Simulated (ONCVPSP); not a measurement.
**Pseudopotential generation for P: ONCV, PBEsol**

Task: generate the file, and judge it by its errors in other configurations, its logarithmic derivatives, its ghosts and its cutoff.

Program: ONCVPSP 4.0.1.1 (patched build). Reference atom: PBEsol, scalar-relativistic, spherical and spin-unpolarised. All values are calculated.

### Step 1. The atom and the settings

Typed settings, in words:

| Quantity | Value |
| --- | --- |
| element | phosphorus (P, Z = 15) |
| type | optimised norm-conserving Vanderbilt (ONCV) |
| frozen core | [Ne] |
| valence charge | 5 |
| reference configuration | 3s2 3p2 (charge +1) |
| partial waves | 3s: rc 1.65 bohr, ncon 5, nbas 8, qcut 4 1/bohr, 1 projector; 3p: rc 1.50 bohr, ncon 4, nbas 8, qcut 6.4 1/bohr, 3 projectors, debl 1.7 Ha; d scattering state at 0.03 Ha: rc 1.60 bohr, ncon 4, nbas 7, qcut 6.7 1/bohr, 2 projectors, debl 3.5 Ha |
| local potential | polynomial inside 1.25 bohr (lpopt 4, dvloc0 0 Ha) |
| core correction | polynomial model core, fcfact 0.25 |

The outer shells as boxes (Hund's rule for the drawing; the calculation is spin-unpolarised):

```
[Ne] core
3s [↑↓]
3p [↑ ][↑ ][  ]
```

An earlier all-electron run gives the scale for the radii.

All-electron outer shells of the reference configuration (PBEsol, scalar-relativistic, ld1.x):

```csv
shell,level (eV),outermost node (bohr),outermost maximum (bohr)
2s,-184.19,0.14,0.42
2p,-134.97,–,0.36
3s,-23.23,0.65,1.56
3p,-14.18,0.64,1.76
```

### Step 2. Generating the potential

The input, P.dat:

```
# ATOM AND REFERENCE CONFIGURATION
# atsym  z   nc   nv     iexc    psfile
  P 15.00    3    2  -116133      upf
#
#   n    l    f
    1    0    2.00
    2    0    2.00
    2    1    6.00
    3    0    2.00
    3    1    2.00
#
# PSEUDOPOTENTIAL AND OPTIMIZATION
# lmax
    2
#
#   l,   rc,      ep,       ncon, nbas, qcut
    0    1.65    0.00    5    8    4.00
    1    1.50    0.00    4    8    6.40
    2    1.60    0.03    4    7    6.70
#
# LOCAL POTENTIAL
# lloc, lpopt,  rc(5),   dvloc0
    4    4    1.25    0.00
#
# VANDERBILT-KLEINMAN-BYLANDER PROJECTORs
# l, nproj, debl
    0    1    1.20
    1    3    1.70
    2    2    3.50
#
# MODEL CORE CHARGE
# icmod, fcfact, rcfact
    1    0.25    0.00
#
# LOG DERIVATIVE ANALYSIS
# epsh1, epsh2, depsh
   -2.00    5.00    0.02
#
# OUTPUT GRID
# rlmax, drl
    6.00    0.01
#
# TEST CONFIGURATIONS
# ncnf
    4
# nvcnf
#   n    l    f
    2
    3    0    2.00
    3    1    3.00
#
    2
    3    0    2.00
    3    1    1.00
#
    2
    3    0    2.00
    3    1    0.00
#
    2
    3    0    1.00
    3    1    3.00
#
```

Started as:

```
$ oncvpsp.x < P.dat > P.out
```

Before running it: what results should come out? Wanted: cutoffs for 1 and 0.1 mHa per electron, occupied waves; bound ghosts; GHOST(+) flags; largest test error; largest phase difference near zero energy, channels read; rms error of d²Exc/dn², without and with the model core.

The runs gave:

| quantity | value |
| --- | --- |
| cutoffs for 1 and 0.1 mHa per electron, occupied waves | 19 Ha and 47 Ha |
| bound ghosts | p at -87.68 eV |
| GHOST(+) flags | p at 2647 eV |
| largest test error (AE − PS) | +58 meV, for 3s2 3p0 |
| largest phase difference near zero energy, channels read | 0.016 rad |
| rms error of d²Exc/dn², without and with the model core | 2.50 and 0.41 mHa |

In words: It has a bound ghost (p), a state that the atom doesn't have, and that rules the file out. The worst unpolarised test, 3s2 3p0, is off by 58 meV on 48.8 eV; by total energies transferability rates as fair. That test lies far up in energy; among those under 40 eV, nearer to bonding, the largest error is 8.2 meV. By its cutoff, 19 Ha for the looser tolerance, it is of middling hardness. The tighter tolerance needs 47 Ha, and converged work needs a cutoff nearer that. At the looser tolerance the 3s wave is the slowest; 3p needs 5 Ha. Near zero energy the phases of the channels with partial waves agree within 0.016 rad. The pseudo curves have a pole with no partner nearby in the atom's: s at 0.99 Ha. At positive energy that is a spurious or a displaced resonance. The program also flags highly localised states, GHOST(+) (p).
